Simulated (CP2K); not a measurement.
The system is GeCN2.

```
Ge N C
1.0
     5.34003    0.00000    0.00000
     4.13491    3.37912    0.00000
     4.13491    1.47466    3.04036
Ge N C
1 2 1
Direct
  0.00000 0.00000 0.00000
  0.58390 0.58390 0.58390
  0.41610 0.41610 0.41610
  0.50000 0.50000 0.50000
```

The cell comes from a database or a generator and needn't be the stable form of this composition.

Program: CP2K 2026.2. Alike in all runs: task band structure; no spin polarisation; cell as given; k mesh 9 × 9 × 9.

Question: Order these runs on this cell by their pressure, lowest first.
A. level r2SCAN; potentials or basis POTENTIAL_UZH Ge GTH-SCAN-q4, N GTH-SCAN-q5, C GTH-SCAN-q4; TZVP-MOLOPT-SCAN-GTH basis; smearing fermi-dirac 0.01 eV; EPS_DEFAULT 1.0E-10; NGRIDS 5; points a segment of the path (NPOINTS) 10; bands added on the path 2; CUTOFF of the grids 675 Ry
B. level LDA; potentials or basis GTH_POTENTIALS Ge GTH-PADE-q4, N GTH-PADE-q5, C GTH-PADE-q4; TZVP-MOLOPT-PBE-GTH basis; smearing fermi-dirac 0.05 eV; EPS_DEFAULT 1.0E-9; NGRIDS 4; points a segment of the path (NPOINTS) 10; bands added on the path 4; CUTOFF of the grids 450 Ry
C. level PBEsol; potentials or basis POTENTIAL_UZH Ge GTH-PBE-q4, N GTH-PBE-q5, C GTH-PBE-q4; TZVP-MOLOPT-PBE-GTH basis; smearing fermi-dirac 0.01 eV; EPS_DEFAULT 1.0E-9; NGRIDS 4; points a segment of the path (NPOINTS) 6; bands added on the path 2; CUTOFF of the grids 450 Ry
D. level PBE; potentials or basis POTENTIAL_UZH Ge GTH-PBE-q4, N GTH-PBE-q5, C GTH-PBE-q4; TZVP-MOLOPT-PBE-GTH basis; smearing fermi-dirac 0.05 eV; EPS_DEFAULT 1.0E-9; NGRIDS 4; points a segment of the path (NPOINTS) 6; bands added on the path 4; CUTOFF of the grids 450 Ry

Answer: B (-6.1 GPa), A (-4.0 GPa), C (-0.7 GPa), D (0.9 GPa).

Caveats: the basis of atomic orbitals isn't converged, which shifts pressures, moduli and gaps; the potentials were made for another functional, which shifts forces and pressure (some runs).

Not every run made on this cell is shown here.
